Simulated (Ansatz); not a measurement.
# NiBH: the cost of one run

Method: DFT PBE, scalar-relativistic, plane waves, PAW, unless a step names another level, in Ansatz 0.2.0.

6 further runs of the same task are left out: 1 that didn't finish, 5 set aside as unsound or not needed.

## 1. Plan

Pauling electronegativities: Ni 1.91, B 2.04, H 2.20 (spread 0.29). The formula balances with common oxidation states: Ni +4, H -1, B -3, a formal count that means little at so small a spread. Tabulated atomic sizes suggest about 8 Å³/atom. 23 candidates were drawn, by swapping species into database cells of other compounds, at random by space group and Wyckoff sites, or by hand, as the table says:

| name | made from | space group no. | Wyckoff sites | atoms (primitive cell) | V (Å³/atom) |
| --- | --- | --- | --- | --- | --- |
| c01 | database cell of TiBrO | 59 | Ni 2b; B 2a; H 2a | 6 | 8.3 |
| c02 | random | 194 | Ni 2a; B 2b; H 2d | 6 | 9.2 |
| c03 | random | 99 | Ni 1a; B 1b; H 1a | 3 | 9.3 |
| c04 | random | 105 | Ni 2c; B 2a; H 2a | 6 | 9.5 |
| c05 | random | 164 | Ni 2c; B 1a, 1b; H 2d | 6 | 9.4 |
| c06 | random | 123 | Ni 1c; B 1d; H 1a | 3 | 10.1 |
| c07 | random | 99 | Ni 1b; B 1a; H 1b | 3 | 8.5 |
| c08 | random | 191 | Ni 1b, 1a; B 2d; H 2c | 6 | 10.2 |
| c09 | database cell of HoCoC | 123 | Ni 1d; B 1a; H 1c | 3 | 7.9 |
| c10 | database cell of EuSnP | 129 | Ni 2c; B 2c; H 2c | 6 | 8.7 |
| c11 | random | 187 | Ni 1a, 1b; B 1f, 1d; H 2i | 6 | 8.1 |
| c12 | database cell of NbSeS | 164 | Ni 2d; B 2d; H 2c | 6 | 8.3 |
| c13 | database cell of NbCrN | 99 | Ni 1a, 1b; B 1a, 1b; H 1b, 1a | 6 | 7.5 |
| c14 | random | 131 | Ni 2d; B 2a; H 2b | 6 | 10.1 |
| c15 | database cell of TbCuGe | 187 | Ni 1a; B 1f; H 1d | 3 | 8.5 |
| c16 | database cell of SrAlGa | 187 | Ni 1b; B 1d; H 1e | 3 | 10.6 |
| c17 | random | 191 | Ni 1b, 1a; B 2c; H 2d | 6 | 8.6 |
| c18 | database cell of LiNiN | 187 | Ni 1f; B 1b; H 1e | 3 | 11.3 |
| c19 | database cell of DyCoC | 123 | Ni 1d; B 1c; H 1a | 3 | 7.8 |
| c20 | database cell of LaSbPd | 194 | Ni 2d; B 2a; H 2c | 6 | 8.6 |
| c21 | random | 123 | Ni 1a; B 1d; H 1b | 3 | 9.6 |
| c22 | database cell of HoNiAs | 187 | Ni 1a; B 1c; H 1f | 3 | 7.8 |
| c23 | random | 183 | Ni 1a; B 1a; H 1a | 3 | 8.3 |

## 2. Screening run of c10

Contents of input.yaml:

```yaml
crystal:
  lattice:
    - [2.94008429, 0.0, 0.0]
    - [0.0, 2.94008429, 0.0]
    - [0.0, 0.0, 6.02132154]
  atoms:
    - { symbol: Ni, position: [0.5, 0.0, 0.1681], spin: 2.0 }
    - { symbol: Ni, position: [0.0, 0.5, 0.8319], spin: 2.0 }
    - { symbol: B, position: [0.5, 0.0, 0.83065999] }
    - { symbol: B, position: [0.0, 0.5, 0.16934001] }
    - { symbol: H, position: [0.5, 0.0, 0.44808] }
    - { symbol: H, position: [0.0, 0.5, 0.55192] }
basis:
  ecutwfc: 420
kpoints:
  mp_grid: { grid: [4, 4, 2] }
hamiltonian:
  xc: pbe
scf:
  occupations: { method: gaussian, width: 0.15 }
  lower_state_search: "off"
output:
  forces: true
  stress: true
  eigenvalues: true
  populations: true
magnetization:
  spin_polarized: true
relax:
  adjacent_minimum: "off"
  f_tol: 0.08
  max_steps: 16
  cell: { stress_tol: 0.8 }
```

Started as:

```sh
ansatz run input.yaml --threads 1 --pin off --max-ram 2560MiB --backend cpu --events-out ev --progress --plain --runs-dir out
```

**Question.** How long does this run take on 1 thread of Intel Xeon Platinum 8259CL at 2.50GHz (Skylake/Cascade Lake), shared host, and how much memory does it need?

About 47 s, with a peak of 0.39 GiB.
